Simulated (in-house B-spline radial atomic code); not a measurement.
# Ne⁴⁺: Hartree-Fock with and without relativity

Wanted: relativistic shifts in Ne⁴⁺, shell by shell.

Program: in-house B-spline radial atomic code version 1. Level of theory: Hartree-Fock averaged over the configuration, non-relativistic (point nucleus) and Dirac-Coulomb (finite nucleus); spherical all-electron atom at the radial basis limit. These are calculated values, not measurements, unless marked.

## 1. The system

```
element       : neon (Z = 10)
charge        : +4
electrons     : 6
configuration : [He] 2s2 2p2
nucleus       : point (non-relativistic run); Fermi, rms radius 3.006 fm (Dirac runs)
```

The outer shells:

[He] 2s2 2p2
```
[He] core
2s [↑↓]
2p [↑ ][↑ ][  ]
```

The boxes draw the filling by Hund's rule, which heavy ions in jj coupling don't follow; these runs average over all states of the configuration.

## 2. Non-relativistic run

The run's settings:

```ini
Z = 10
electrons = 6.0
configuration = [He] 2s2 2p2
hamiltonian = nr
method = hf
spin_polarised = False
```

## 3. Dirac-Coulomb run

The run's settings:

```ini
Z = 10
electrons = 6.0
configuration = [He] 2s2 2p2
hamiltonian = dirac
method = hf
spin_polarised = False
nucleus = fermi
rms_radius = 3.0055
mass_number = 20
atomic_mass = 19.99244017525
speed_of_light = 137.035999084
```

## 4. Dirac-Coulomb run in the lowest jj configuration, 1s2 2s2 2p-2

In configurations, a minus sign after the shell means j = l − 1/2 and a plus sign j = l + 1/2; the count of electrons follows.

Settings: those of step 3 with these lines changed.

```diff
@@ -2,3 +2,3 @@
 electrons = 6.0
-configuration = [He] 2s2 2p2
+configuration = 1s2 2s2 2p-2
 hamiltonian = dirac
```

Q: How much does each shell's level and mean radius change with the Dirac Hamiltonian, and the total energy?

**Answer**, as computed:

Levels and radii; the Dirac values are averaged over j with the occupations as weights.

| shell | ε non-rel. (eV) | ε Dirac (eV) | <r> non-rel. (bohr) | <r> Dirac (bohr) | change of <r> (%) |
| --- | --- | --- | --- | --- | --- |
| 1s | -1013.62 | -1014.88 | 0.1570 | 0.1567 | -0.17 |
| 2s | -143.69 | -143.91 | 0.7664 | 0.7652 | -0.16 |
| 2p | -125.18 | -125.20 | 0.7030 | 0.7027 | -0.05 |

Relativity and the finite nucleus together change the total energy by -0.1467 hartree (-0.12 %). The first-order mass-velocity and Darwin terms of the non-relativistic run add up to -0.1372 hartree, 94 % of it. 1s shrinks most on the average over j, by -0.17 %. Spin-orbit coupling splits the 2p level by 0.165 eV. The lowest jj configuration lies 1.113 eV above the average over the whole configuration. Breit terms add 0.0153 hartree and QED terms 0.0109 hartree.
